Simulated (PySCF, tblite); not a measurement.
# C₄H₈F₂O₂: geometry, infrared bands and NMR shifts

Aim: predict the infrared bands and NMR shifts of C₄H₈F₂O₂ (`CO[C@H](CF)OCF`).

Programs: tblite 0.8.0 and PySCF 2.14.0, with density-fitted response routines of our own. Each step states its level of theory. These are calculated values for one molecule in the gas phase, unless marked as measured. Atoms are numbered from 0 throughout.

## Step 1: Starting geometry

16 atoms, charge 0, multiplicity 1; geometry from: force field or distance geometry start.

Bonds of the start (Å): C0–O1 1.42, O1–C2 1.44, C2–C3 1.55, C3–F4 1.37, C2–O5 1.42, O5–C6 1.41, C6–F7 1.37, C0–H8 1.09, C0–H9 1.10, C0–H10 1.09, C2–H11 1.09, C3–H12 1.08, C3–H13 1.09, C6–H14 1.08, C6–H15 1.10.

## Step 2: Optimising the geometry with GFN2-xTB

What the job is given:

```
{"job": {"kind": "relax", "xc": "GFN2-xTB", "basis": "xTB"}, "charge": 0, "multiplicity": 1}
C     -1.851900    -0.432600     0.785700
O     -0.900700    -0.577000    -0.256900
C      0.245500     0.276600    -0.079800
C     -0.123500     1.748100    -0.388700
F     -0.706500     2.300600     0.725300
O      1.250700    -0.108500    -1.009600
C      1.818500    -1.353900    -0.653600
F      2.470400    -1.190300     0.536900
H     -2.352400     0.538100     0.717000
H     -2.622800    -1.208700     0.663800
H     -1.403600    -0.555200     1.770000
H      0.616700     0.201400     0.943900
H      0.763200     2.331800    -0.605300
H     -0.823600     1.819800    -1.215800
H      2.550000    -1.637100    -1.402800
H      1.062500    -2.144200    -0.541500
```

Launch:

```console
$ OMP_NUM_THREADS=1 python probes_run.py task.json out
```

This one command runs all jobs of the session in turn.

**Question.** This job is followed by: GFN2-xTB harmonic vibrations, gas phase; GIAO PBE0/pcSseg-1 NMR shielding, non-relativistic, gas phase. What will the session give for the following? strongest single infrared mode (GFN2-xTB); zero-point energy (GFN2-xTB); 13C shifts against TMS (PBE0/pcSseg-1); 1H shifts against TMS (PBE0/pcSseg-1, means over atoms taken as alike); 17O shifts against H2O (PBE0/pcSseg-1); 19F shifts against CFCl3 (PBE0/pcSseg-1).

The runs gave:

| quantity | value |
| --- | --- |
| strongest single infrared mode (GFN2-xTB) | 1098 cm⁻¹, 197 km/mol |
| zero-point energy (GFN2-xTB) | 76.2 kcal/mol |
| 13C shifts against TMS (PBE0/pcSseg-1) | 103.7, 102.0, 93.2, 57.2 ppm |
| 1H shifts against TMS (PBE0/pcSseg-1, means over atoms taken as alike) | 5.95, 5.54, 5.18, 4.97, 4.90, 3.70 ppm |
| 17O shifts against H2O (PBE0/pcSseg-1) | 125.7, 52.1 ppm |
| 19F shifts against CFCl3 (PBE0/pcSseg-1) | -189.5, -253.4 ppm |

What this shows: Over 45 steps the energy fell by 0.125 eV; of the close pairs, O1–C2 changed most, 1.440 to 1.401 Å. All 42 modes are real, so the xTB geometry is a minimum. The strongest single mode, at 1098 cm⁻¹, is spread over several atoms, O1, O5, C6, C0 among them. Unscaled tight-binding wavenumbers are off by several per cent, some by more. Its intensities can rank the bands wrongly. At PBE0/pcSseg-1: The largest span, 202 ppm, is at F7, where the paramagnetic term is -113 ppm.
